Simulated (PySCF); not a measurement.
# C₇H₄: circular dichroism and optical rotation, excited states, first hyperpolarisability

Wanted: circular dichroism and optical rotation, excited states, first hyperpolarisability for C₇H₄ (`C#CC=C=CC#C`).

Programs: PySCF 2.14.0, with routines of our own; each step states its level. All values are computed. Atoms count from 0.

## 1. The starting structure

11 atoms, charge 0, multiplicity 1; geometry from: GFN2-xTB.

## 2. Geometry optimisation at PBE0-D3(BJ)/def2-SVP

The job: settings as JSON, then the geometry in Å.

```
{"job": {"xc": "PBE0", "basis": "def2-SVP", "d3": "d3bj", "grid": 2, "kind": "geom"}, "charge": 0, "multiplicity": 1}
C      3.150292     0.474919    -0.709054
C      2.221199    -0.153493    -0.282015
C      1.142714    -0.908952     0.232045
C     -0.100348    -0.686810    -0.091212
C     -1.344556    -0.466180    -0.411124
C     -2.181993     0.415788     0.309424
C     -2.906264     1.159026     0.912300
H      3.958973     1.028233    -1.082697
H      1.404665    -1.704489     0.921738
H     -1.798456    -0.964984    -1.261023
H     -3.540801     1.809611     1.435656
```

The run is started by

```console
> OMP_NUM_THREADS=1 python excited_run.py task.json out
```

The driver reads the jobs from task.json and runs them one after another.

Log:

```text
step   0  E = -268.41684704  max force = 0.016537
step   1  E = -268.41970826  max force = 0.002605
step   2  E = -268.41973379  max force = 0.001262
step   3  E = -268.41973933  max force = 0.000828
step   4  E = -268.41974312  max force = 0.000182
optimisation converged
```

Run time: 21 s. Hardware: 1 thread of Arm Neoverse V2, shared host; peak memory 0.59 GiB.

Step by step:

```
step  energy from step 0 (eV)  largest force component (eV/Å)
   0                   0.0000                          0.8504
   1                  -0.0779                          0.1340
   2                  -0.0786                          0.0649
   3                  -0.0787                          0.0426
   4                  -0.0788                          0.0094
```

Close pairs (by a distance rule), those that changed most:

```
  bond  before (Å)  after (Å)  change (Å)
 C0–H7       1.049      1.074      +0.026
C6–H10       1.049      1.074      +0.025
 C4–H9       1.085      1.100      +0.015
 C2–H8       1.085      1.100      +0.015
 C5–C6       1.200      1.213      +0.013
 C0–C1       1.200      1.213      +0.013
 C2–C3       1.303      1.316      +0.012
 C3–C4       1.303      1.316      +0.012
```

The next job starts from the end point, and lists it.

```
                         at the end point                value
  point group (found at 0.08 Å tolerance)                   C2
rotational constants (GHz, main isotopes)  9.222, 1.106, 1.040
                        dipole moment (D)                 0.26
```

## 3. Circular dichroism and optical rotation: TDDFT CAM-B3LYP/def2-TZVPD

The job: settings as JSON, then the geometry in Å.

```
{"job": {"kind": "ecd", "xc": "CAM-B3LYP", "basis": "def2-TZVPD", "nstates": 12}, "charge": 0, "multiplicity": 1}
C      3.201568     0.300857    -0.676272
C      2.249037    -0.316279    -0.248727
C      1.154011    -1.063213     0.273770
C     -0.107567    -0.832691    -0.020127
C     -1.371469    -0.617791    -0.315828
C     -2.227852     0.258196     0.411610
C     -2.981454     0.996408     1.010018
H      4.039633     0.852994    -1.059243
H      1.388621    -1.883195     0.967838
H     -1.803980    -1.143300    -1.179498
H     -3.641964     1.652895     1.545405
```

With the program's defaults for keys left out, this is: TDDFT CAM-B3LYP/def2-TZVPD circular dichroism and optical rotation, one conformer, gas phase.

Log:

```text
coarse grid: 10088 points
cycle   1  E = -268.8494593403  dE =  1.161e+00  |g| = 3.796e-01  |ddm| = 4.340e+00
cycle   2  E = -268.8673162702  dE = -1.786e-02  |g| = 2.914e-01  |ddm| = 1.301e+00
cycle   3  E = -268.8862527430  dE = -1.894e-02  |g| = 1.108e-01  |ddm| = 5.856e-01
cycle   4  E = -268.8890383841  dE = -2.786e-03  |g| = 4.781e-02  |ddm| = 1.543e-01
cycle   5  E = -268.8895888158  dE = -5.504e-04  |g| = 8.704e-03  |ddm| = 5.304e-02
cycle   6  E = -268.8896052853  dE = -1.647e-05  |g| = 3.740e-03  |ddm| = 2.681e-02
cycle   7  E = -268.8896088145  dE = -3.529e-06  |g| = 1.093e-03  |ddm| = 5.286e-03
final grid: 99944 points
cycle   8  E = -268.8851182562  dE = -2.207e-05  |g| = 2.574e-03  |ddm| = 1.869e-01
cycle   9  E = -268.8851188386  dE = -5.825e-07  |g| = 1.965e-03  |ddm| = 1.348e-02
cycle  10  E = -268.8851196904  dE = -8.517e-07  |g| = 5.720e-04  |ddm| = 4.325e-03
cycle  11  E = -268.8851197627  dE = -7.230e-08  |g| = 1.178e-04  |ddm| = 1.005e-03
cycle  12  E = -268.8851197661  dE = -3.458e-09  |g| = 3.098e-05  |ddm| = 3.691e-04
cycle  13  E = -268.8851197663  dE = -1.752e-10  |g| = 1.918e-05  |ddm| = 7.361e-05
converged SCF energy = -268.8851197663

Singlet excitations and rotatory strengths (1e-40 esu^2 cm^2)
state   eV       nm     f(len)   f(vel)    R(len)    R(vel)   main configurations
  1   4.9650   249.7  0.00026  0.00025     3.040     3.022   H->L 0.46, H-1->L+1 0.45
  2   5.1171   242.3  0.00000  0.00000     0.000    -0.002   H->L+1 0.45, H-1->L 0.45
  3   5.5778   222.3  0.08192  0.08144    61.744    61.450   H-2->L 0.47, H-3->L+1 0.31
  4   5.5947   221.6  0.00000  0.00000     0.346     0.267   H-2->L+1 0.50, H-3->L 0.40
  5   5.6099   221.0  0.63879  0.63480  -162.082  -161.636   H-1->L+1 0.36, H->L 0.36, H-3->L+1 0.11
  6   5.6927   217.8  0.02667  0.02657    43.517    43.439   H->L+1 0.39, H-1->L 0.39
  7   6.2282   199.1  0.00014  0.00015    -0.272    -0.281   H->L+6 0.20, H->L+2 0.18, H-1->L+5 0.15
  8   6.2646   197.9  0.00028  0.00030    -0.324    -0.333   H-1->L+6 0.21, H-1->L+2 0.17, H->L+5 0.15
  9   6.7012   185.0  0.00817  0.00859    41.748    42.831   H->L+2 0.64, H->L+6 0.10
 10   6.7142   184.7  0.00364  0.00411   -11.809   -12.560   H-1->L+2 0.65, H-1->L+6 0.09
 11   6.9234   179.1  0.38279  0.38343   -31.021   -30.778   H-3->L+1 0.44, H-2->L 0.40
 12   6.9986   177.2  0.01983  0.01916     8.621     8.473   H-3->L 0.47, H-2->L+1 0.39

Specific rotation (deg / (dm g/mL))
    nm     length   length(OI)   velocity    alpha(len)  alpha(vel)
  633.0    -729.20    -729.23    -725.83       97.997     98.056
  589.3    -863.17    -863.22    -859.21       98.861     98.920
  546.0   -1038.44   -1038.51   -1033.73       99.968    100.027
  436.0   -1866.40   -1866.63   -1858.32      104.892    104.950
  405.0   -2305.48   -2305.82   -2295.71      107.342    107.399
  365.0   -3180.83   -3181.51   -3167.90      111.983    112.036
  355.0   -3487.27   -3488.09   -3473.28      113.546    113.597
```

It took 1.8 min on 1 thread of Arm Neoverse V2, shared host; peak memory 1.1 GiB.

Orbitals, density, ELF and potential are computed afterwards from the orbital file.

Frontier orbitals at CAM-B3LYP/def2-TZVPD, with the share of their density that lies nearest to each atom:

```
orbital  energy (eV)                                                    lies on
   HOMO        -8.57  C3 24 %; C0, C6 about 16 % each; 4 C atoms about 9 % each
   LUMO        -0.04   C3 29 %; 4 C atoms about 9 % each; H8, H9 about 7 % each
```

ELF in a plane through or near 5 of the atoms.

Ten even steps from ' ' (0.00) to '@' (0.97):
```
                                                        
                                                        
                                                        
          ....                            ....          
        ==##**----::..            ..::----**##==        
      ..%%@@%%++====::            ::====++%%@@%%..      
      --@@@@@@######++..        ..++######@@@@@@--      
      ::##@@%%..##%%**..        ..**%%##..%%@@##::      
        ==##++::%%****::  ::::  ::**##%%--++##==..      
        ::++##%%++****==--****::==**++**%%##++::        
        ..==##%%**::@@++**====**++@@..**%%##==..        
          --++****##%%++%%::++%%++####****++--          
          ..::--::--**##@@++++@@##**--::--::..          
                  ..++##%%##**%%##++..                  
                    --==++----++==--                    
                    ..::::....::::..                    
                                                        
                                                        
                                                        
                                                        
```
The map spans 13.3 Å across and 8.1 Å up, centred on the molecule. Atoms in the plane (x, y in Å): C0 (-3.2, 0.8), C1 (-2.3, 0.1), C3 (0.0, -0.7), C5 (2.3, 0.1), C6 (3.2, 0.8).

log10 of the density (e/Å³) in the same plane.

Ten even steps from ' ' (-4.0) to '@' (1.8):
```
                                                        
                                                        
        ....::::::....            ....::::::....        
      ..::--------::::..        ..::::--------::..      
    ..::--========----::..    ..::----========--::..    
    ..::==++++++====--::::....::::--====++++++==::..    
    ::--==********++==--::::::::--==++********==--::    
    ::--==**####****++==--------==++****####**==--::    
    ..--==++**%%####**++========++**####%%**++==--::    
    ..::--++**####@@****++**++++****@@####**++--::..    
    ..::--==++****####****####****####****++==--::..    
      ..::--==++******####%%%%####******++==--::..      
      ..::----====++******####******++====----::..      
        ..::::----==++++********++++==----::::..        
          ....::::--================--::::....          
              ..::----============----::....            
                ..::::::--------::::::..                
                  ....................                  
                                                        
                                                        
```
The map spans 13.3 Å across and 8.1 Å up, centred on the molecule. Atoms in the plane (x, y in Å): C0 (-3.2, 0.8), C1 (-2.3, 0.1), C3 (0.0, -0.7), C5 (2.3, 0.1), C6 (3.2, 0.8).

On the surface of density 0.002 e/bohr³ the electrostatic potential runs, from the 1st to the 99th percentile, from -0.74 V near C6 to 1.65 V near H7.

## 4. Excited states: TDA wB97X-D/def2-TZVPD

The job, as its differences from that of step 3:

```diff
@@ -1,2 +1,2 @@
-{"job": {"kind": "ecd", "xc": "CAM-B3LYP", "basis": "def2-TZVPD", "nstates": 12}, "charge": 0, "multiplicity": 1}
+{"job": {"kind": "states", "xc": "wB97X-D", "basis": "def2-TZVPD", "tda": true, "soc": true, "nstates": 6, "ntriplets": 5, "nquad": 4}, "charge": 0, "multiplicity": 1}
 C      3.201568     0.300857    -0.676272
```

With the program's defaults for keys left out, this is: TDA wB97X-D/def2-TZVPD excited states, vertical, gas phase, spin-orbit mean-field couplings.

Log:

```text
coarse grid: 10088 points
cycle   1  E = -268.9015102266  dE =  1.207e+00  |g| = 3.668e-01  |ddm| = 4.538e+00
cycle   2  E = -268.9253223853  dE = -2.381e-02  |g| = 2.458e-01  |ddm| = 1.554e+00
cycle   3  E = -268.9386928124  dE = -1.337e-02  |g| = 9.183e-02  |ddm| = 4.786e-01
cycle   4  E = -268.9406197184  dE = -1.927e-03  |g| = 4.076e-02  |ddm| = 1.466e-01
cycle   5  E = -268.9410308273  dE = -4.111e-04  |g| = 6.863e-03  |ddm| = 6.683e-02
cycle   6  E = -268.9410437459  dE = -1.292e-05  |g| = 2.954e-03  |ddm| = 3.002e-02
cycle   7  E = -268.9410463552  dE = -2.609e-06  |g| = 1.026e-03  |ddm| = 9.559e-03
final grid: 99944 points
cycle   8  E = -268.9300943793  dE = -2.203e-04  |g| = 3.579e-03  |ddm| = 4.814e-01
cycle   9  E = -268.9300970081  dE = -2.629e-06  |g| = 1.077e-03  |ddm| = 4.660e-02
cycle  10  E = -268.9300971736  dE = -1.655e-07  |g| = 8.152e-04  |ddm| = 6.330e-03
cycle  11  E = -268.9300973202  dE = -1.466e-07  |g| = 2.451e-04  |ddm| = 1.776e-03
cycle  12  E = -268.9300973357  dE = -1.552e-08  |g| = 7.978e-05  |ddm| = 5.997e-04
cycle  13  E = -268.9300973382  dE = -2.429e-09  |g| = 2.570e-05  |ddm| = 3.887e-04
cycle  14  E = -268.9300973385  dE = -3.334e-10  |g| = 1.010e-05  |ddm| = 1.623e-04
converged SCF energy = -268.9300973385

Singlet excitations
state   eV       nm        f     d(h-e)  d(exc)  Lambda  PR(NTO)  |dmu|/D   mu/D   main configurations
  1   5.0129   247.3   0.00024   0.136   3.285   0.722   2.032    0.380    0.105   H->L 0.46, H-1->L+1 0.45
  2   5.1918   238.8   0.00000   0.164   3.302   0.775   2.069    0.450    0.175   H->L+1 0.45, H-1->L 0.45
  3   5.6112   221.0   0.00300   0.441   2.742   0.460   2.042    1.137    0.864   H-2->L 0.50, H-3->L+1 0.40
  4   5.6237   220.5   0.00000   0.422   2.755   0.468   2.015    1.082    0.809   H-2->L+1 0.50, H-3->L 0.40
  5   5.7706   214.9   0.76378   0.225   2.790   0.677   2.608                     H-1->L+1 0.37, H->L 0.37
  6   5.9069   209.9   0.02734   0.266   2.869   0.712   2.970                     H->L+1 0.33, H-1->L 0.33

Triplet excitations (Tamm-Dancoff)
state   eV     d(h-e)  d(exc)  Lambda  PR(NTO)   main configurations
  1   3.6028   0.095   2.582   0.771   2.151   H->L+1 0.46, H-1->L 0.44
  2   3.8038   0.109   2.621   0.710   2.148   H-1->L+1 0.46, H->L 0.46
  3   4.7419   0.116   3.219   0.780   2.046   H-1->L 0.45, H->L+1 0.43
  4   4.8954   0.152   3.193   0.701   2.147   H-1->L+1 0.42, H->L 0.42
  5   5.2791   0.351   2.620   0.460   2.332   H-2->L+1 0.45, H-3->L 0.36
S1 - T1 = 1.4101 eV

Spin-orbit couplings |<S|Hso|T>| (cm-1)
             T1       T2       T3       T4       T5
S0        0.008    0.105    0.023   11.529    3.656
S1        1.273    0.837    0.037    0.020    0.486
S2        0.259    6.457    0.001    0.130    1.367
S3        6.223    4.012    0.704    0.887    1.154
S4        3.976    6.018    0.917    1.140    0.320
S5        0.583    0.456    3.093    4.443   14.756
S6        0.009    0.087    1.875    7.469    9.724
T1 sublevels (cm-1): 0.000 0.001 0.004   radiative rates (1/s): 0.0201 0.000203 2.61e-05
```

Run time: 51 s. Hardware: 1 thread of Arm Neoverse V2, shared host; peak memory 1 GiB.

Key values:

```
  quantity    value
S1 less T1  1.41 eV
```

## 5. Excited states: TDDFT CAM-B3LYP/def2-TZVPD

The job, as its differences from that of step 4:

```diff
@@ -1,2 +1,2 @@
-{"job": {"kind": "states", "xc": "wB97X-D", "basis": "def2-TZVPD", "tda": true, "soc": true, "nstates": 6, "ntriplets": 5, "nquad": 4}, "charge": 0, "multiplicity": 1}
+{"job": {"kind": "states", "xc": "CAM-B3LYP", "basis": "def2-TZVPD", "tpa": true, "nstates": 8, "nquad": 6, "ntriplets": 0}, "charge": 0, "multiplicity": 1}
 C      3.201568     0.300857    -0.676272
```

With the program's defaults for keys left out, this is: TDDFT CAM-B3LYP/def2-TZVPD excited states, vertical, gas phase, two-photon moments by quadratic response.

Log:

```text
coarse grid: 10088 points
cycle   1  E = -268.8494593403  dE =  1.161e+00  |g| = 3.796e-01  |ddm| = 4.340e+00
cycle   2  E = -268.8673162702  dE = -1.786e-02  |g| = 2.914e-01  |ddm| = 1.301e+00
cycle   3  E = -268.8862527430  dE = -1.894e-02  |g| = 1.108e-01  |ddm| = 5.856e-01
cycle   4  E = -268.8890383841  dE = -2.786e-03  |g| = 4.781e-02  |ddm| = 1.543e-01
cycle   5  E = -268.8895888158  dE = -5.504e-04  |g| = 8.704e-03  |ddm| = 5.304e-02
cycle   6  E = -268.8896052853  dE = -1.647e-05  |g| = 3.740e-03  |ddm| = 2.681e-02
cycle   7  E = -268.8896088145  dE = -3.529e-06  |g| = 1.093e-03  |ddm| = 5.286e-03
final grid: 99944 points
cycle   8  E = -268.8851182562  dE = -2.207e-05  |g| = 2.574e-03  |ddm| = 1.869e-01
cycle   9  E = -268.8851188386  dE = -5.825e-07  |g| = 1.965e-03  |ddm| = 1.348e-02
cycle  10  E = -268.8851196904  dE = -8.517e-07  |g| = 5.720e-04  |ddm| = 4.325e-03
cycle  11  E = -268.8851197627  dE = -7.230e-08  |g| = 1.178e-04  |ddm| = 1.005e-03
cycle  12  E = -268.8851197661  dE = -3.458e-09  |g| = 3.098e-05  |ddm| = 3.691e-04
cycle  13  E = -268.8851197663  dE = -1.752e-10  |g| = 1.918e-05  |ddm| = 7.361e-05
converged SCF energy = -268.8851197663

Singlet excitations
state   eV       nm        f     d(h-e)  d(exc)  Lambda  PR(NTO)  |dmu|/D   mu/D   delta(TPA)   sigma/GM   main configurations
  1   4.9650   249.7   0.00026   0.139   3.291   0.714   2.038    0.402    0.116        0.06      0.001   H->L 0.46, H-1->L+1 0.45
  2   5.1172   242.3   0.00000   0.170   3.381   0.771   2.061    0.478    0.192        0.47      0.004   H->L+1 0.45, H-1->L 0.45
  3   5.5779   222.3   0.08132   0.403   2.767   0.481   2.000    0.989    0.703        0.47      0.005   H-2->L 0.47, H-3->L+1 0.31
  4   5.5948   221.6   0.00000   0.409   2.767   0.464   2.013    1.038    0.752        0.16      0.002   H-2->L+1 0.50, H-3->L 0.40
  5   5.6100   221.0   0.63955   0.225   2.779   0.644   2.427    0.479    0.193        3.86      0.045   H-1->L+1 0.36, H->L 0.36, H-3->L+1 0.11
  6   5.6929   217.8   0.02667   0.236   2.892   0.712   2.981    0.572    0.286       67.50      0.801   H->L+1 0.39, H-1->L 0.39
  7   6.2283   199.1   0.00014   0.023   2.793   0.407   2.269                                            H->L+6 0.20, H->L+2 0.18, H-1->L+5 0.15
  8   6.2647   197.9   0.00028   0.044   2.804   0.421   2.236                                            H-1->L+6 0.21, H-1->L+2 0.17, H->L+5 0.15
```

It took 56 s on 1 thread of Arm Neoverse V2, shared host; peak memory 1.1 GiB.

## 6. First hyperpolarisability: quadratic response CAM-B3LYP/def2-TZVPD

The job, as its differences from that of step 5:

```diff
@@ -1,2 +1,2 @@
-{"job": {"kind": "states", "xc": "CAM-B3LYP", "basis": "def2-TZVPD", "tpa": true, "nstates": 8, "nquad": 6, "ntriplets": 0}, "charge": 0, "multiplicity": 1}
+{"job": {"kind": "beta", "xc": "CAM-B3LYP", "basis": "def2-TZVPD"}, "charge": 0, "multiplicity": 1}
 C      3.201568     0.300857    -0.676272
```

Method: quadratic response CAM-B3LYP/def2-TZVPD first hyperpolarisability, Taylor convention, gas phase.

Log:

```text
coarse grid: 10088 points
cycle   1  E = -268.8494593403  dE =  1.161e+00  |g| = 3.796e-01  |ddm| = 4.340e+00
cycle   2  E = -268.8673162702  dE = -1.786e-02  |g| = 2.914e-01  |ddm| = 1.301e+00
cycle   3  E = -268.8862527430  dE = -1.894e-02  |g| = 1.108e-01  |ddm| = 5.856e-01
cycle   4  E = -268.8890383841  dE = -2.786e-03  |g| = 4.781e-02  |ddm| = 1.543e-01
cycle   5  E = -268.8895888158  dE = -5.504e-04  |g| = 8.704e-03  |ddm| = 5.304e-02
cycle   6  E = -268.8896052853  dE = -1.647e-05  |g| = 3.740e-03  |ddm| = 2.681e-02
cycle   7  E = -268.8896088145  dE = -3.529e-06  |g| = 1.093e-03  |ddm| = 5.286e-03
final grid: 99944 points
cycle   8  E = -268.8851182562  dE = -2.207e-05  |g| = 2.574e-03  |ddm| = 1.869e-01
cycle   9  E = -268.8851188386  dE = -5.825e-07  |g| = 1.965e-03  |ddm| = 1.348e-02
cycle  10  E = -268.8851196904  dE = -8.517e-07  |g| = 5.720e-04  |ddm| = 4.325e-03
cycle  11  E = -268.8851197627  dE = -7.230e-08  |g| = 1.178e-04  |ddm| = 1.005e-03
cycle  12  E = -268.8851197661  dE = -3.458e-09  |g| = 3.098e-05  |ddm| = 3.691e-04
cycle  13  E = -268.8851197663  dE = -1.752e-10  |g| = 1.918e-05  |ddm| = 7.361e-05
converged SCF energy = -268.8851197663

Lowest singlets (eV, f): 4.9650 0.0003  5.1172 0.0000  5.5779 0.0813

First hyperpolarisability (au)
process     nm      |vector|   parallel      HRS      DR
static         -       16.34        9.8      11.89   2.082
shg       1907.0       14.51        8.7      13.15   1.846
eope      1907.0       15.77       9.46          -       -
shg       1064.0        8.76       5.26      17.34   1.562
eope      1064.0       14.36       8.62          -       -
```

Run time: 50 s. Hardware: 1 thread of Arm Neoverse V2, shared host; peak memory 1.1 GiB.

## 7. What came out

| quantity | value |
| --- | --- |
| point group | C2 |
| rotational constants (main isotopes) | 9.22, 1.11, 1.04 GHz |
| state of largest rotatory strength (velocity form) among 12 (step 3, TDDFT CAM-B3LYP/def2-TZVPD) | 5.61 eV, R = -161.6 (velocity), -162.1 (length) ·10⁻⁴⁰ esu² cm² |
| specific rotation at 633.0 nm (step 3, TDDFT CAM-B3LYP/def2-TZVPD) | -725.8 (velocity), -729.2 (length) |
| surface potential, 1st and 99th percentile | -0.74 V and 1.65 V |
| S1 less T1 (step 4, TDA wB97X-D/def2-TZVPD) | 1.41 eV |
| β vector (step 6, quadratic response CAM-B3LYP/def2-TZVPD) | static 16, SHG 1907.0 nm 15, SHG 1064.0 nm 9 au |

**Reading.** Over 4 steps the energy fell by 0.079 eV; of the close pairs, C0–H7 changed most, 1.049 to 1.074 Å. Rotations belong to one conformer and to the handedness of the start. In step 4, the number of triplets below S1 is 4, and the largest singlet-triplet spin-orbit coupling is S5–T5, 14.76 cm⁻¹.
